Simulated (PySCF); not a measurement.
# C2H6Ge2: the cost of one run

The runs use PySCF 2.14.0, with density-fitted response routines of our own; the level of theory stands in each step. All values are computed, except where a source is named. Atoms count from 0, in the outputs and in this text.

### Step 1. Starting geometry

10 atoms, charge 0, multiplicity 1; geometry from: PBE0-D3(BJ)/def2-SVP.

Bonds of the start (Å): Ge0–C1 1.90, C1–C2 1.22, C2–Ge3 1.90, Ge0–H4 1.54, Ge0–H5 1.54, Ge0–H6 1.54, Ge3–H7 1.54, Ge3–H8 1.54, Ge3–H9 1.54.

### Step 2. Nuclear shieldings: PBE0/pcSseg-2

The job: settings as JSON, then the geometry in Å.

```
{"job": {"kind": "nmr", "xc": "PBE0", "basis": "pcSseg-2", "pop": false}, "charge": 0, "multiplicity": 1}
Ge     2.356529    -0.232647     0.234495
C      0.462383    -0.117936     0.113904
C     -0.756029    -0.045446     0.035716
Ge    -2.650058     0.068459    -0.088527
H      2.751335    -1.694745     0.487133
H      2.833567     0.651200     1.396392
H      2.966339     0.259173    -1.086515
H     -3.257471    -0.268053     1.281195
H     -3.034621     1.496828    -0.500977
H     -3.137780    -0.935210    -1.143551
```

Level: GIAO PBE0/pcSseg-2 NMR shielding, non-relativistic, gas phase.

Run with:

```
OMP_NUM_THREADS=1 python probes_run.py task.json out
```

The driver reads the jobs from task.json and runs them one after another.

Q: Estimate the wall time and peak memory of this first job on 1 thread of Arm Neoverse V1, shared host.

About 69 s, with a peak of 1.2 GiB.
